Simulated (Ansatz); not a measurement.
C2H6F2Sn, SMILES C[CH](F)[SnH2][F], a single point in a Gaussian basis

Computed with Ansatz's Python interface.

Notebook, run cell by cell (the value of a cell's last expression is shown):

In [1]:
```python
from pathlib import Path

import ansatz as az
```

In [2]:
```python
BASIS = "def2-SVP"
XC = "pbe0"
DISPERSION = "d4"

geometry_ang = [
    ("C", [-0.8198, 0.8547, -0.7885]),
    ("C", [0.2992, -0.0726, -0.767]),
    ("F", [1.4309, 0.5881, -1.1457]),
    ("Sn", [0.6138, -0.8636, 1.2073]),
    ("F", [0.8834, 0.5674, 2.4415]),
    ("H", [-0.9879, 1.3241, -1.8271]),
    ("H", [-0.6625, 1.7413, -0.0918]),
    ("H", [-1.7649, 0.3915, -0.5192]),
    ("H", [0.122, -0.8875, -1.4324]),
    ("H", [1.8889, -1.9909, 1.2498]),
    ("H", [-0.9377, -1.7094, 1.6936]),
]
mol = az.Crystal.molecule()
for symbol, xyz in geometry_ang:
    mol = mol.atom(symbol, xyz)
```

In [3]:
```python
calculation = (
    mol.calculation()
    .basis(gaussian=BASIS)
    .functional(XC, dispersion=DISPERSION)
    .orbitals()
)
outcome = calculation.run(threads=1, backend="cpu", runs_dir="runs")
r = outcome.report

r["converged"], r["free_energy_ev"]
```
Out [3]:
```text
(True, -13423.138010444136)
```

In [4]:
```python
r["published_state_doubts"]
```
Out [4]:
```text
[]
```

In [5]:
```python
r["mean_field"]["state"]["spin_squared"]
```
Out [5]:
```text
3.907985046680551e-14
```

In [6]:
```python
for key in ("converged", "free_energy_ev", "reference_energy_ev", "n_frozen", "n_occupied", "n_virtual"):
    print(f"{key:22s} {r[key]}")
```
```text
converged              True
free_energy_ev         -13423.138010444136
reference_energy_ev    -13422.958319332749
n_frozen               0
n_occupied             [29, 29]
n_virtual              [83, 83]
```

In [7]:
```python
field = r["mean_field"]
print("<S^2> =", round(abs(field["state"]["spin_squared"]), 4), " all-electron relativity setting:", field["relativity"])
print("passes:", field["passes"])
if "symmetry" in field:
    print("occupied orbitals by irrep:", field["symmetry"]["occupied"])
```
```text
<S^2> = 0.0  all-electron relativity setting: none
passes: {'evaluations': 15, 'products': 11}
occupied orbitals by irrep: [{'A': 29}, {'A': 29}]
```

In [8]:
```python
lines = Path(r["orbitals_path"]).read_text().splitlines()
field_of = lambda key: [line.split("=")[1].strip() for line in lines if line.startswith(key)]
orbitals = [(27.211386 * float(e), s, float(n)) for e, s, n in zip(field_of("Ene="), field_of("Spin="), field_of("Occup="))]
homo = max(e for e, _, n in orbitals if n > 0.5)
lumo = min(e for e, _, n in orbitals if n < 0.5)
print(f"HOMO {homo:.3f} eV, LUMO {lumo:.3f} eV, gap {lumo - homo:.3f} eV")
```
```text
HOMO -7.804 eV, LUMO -0.597 eV, gap 7.207 eV
```

What to keep in mind:
- Total energies depend on the basis set; only differences at equal settings carry meaning.
- The geometry is a force-field or estimated start, not a minimum of this method, and the basis set is short of its limit.
- def2 sets replace the cores of elements past krypton by effective core potentials.
- Total less reference energy is the dispersion correction.
- Levels such as HOMO and LUMO are orbital energies: with these approximate functionals they aren't the ionisation energy and electron affinity, and their gap isn't the fundamental gap.
- Wall time of the script: 5.1 s on 1 thread of Intel(R) Xeon(R) Platinum 8259CL CPU @ 2.50GHz (Skylake/Cascade Lake), on a shared host, peak memory 0.34 GiB.
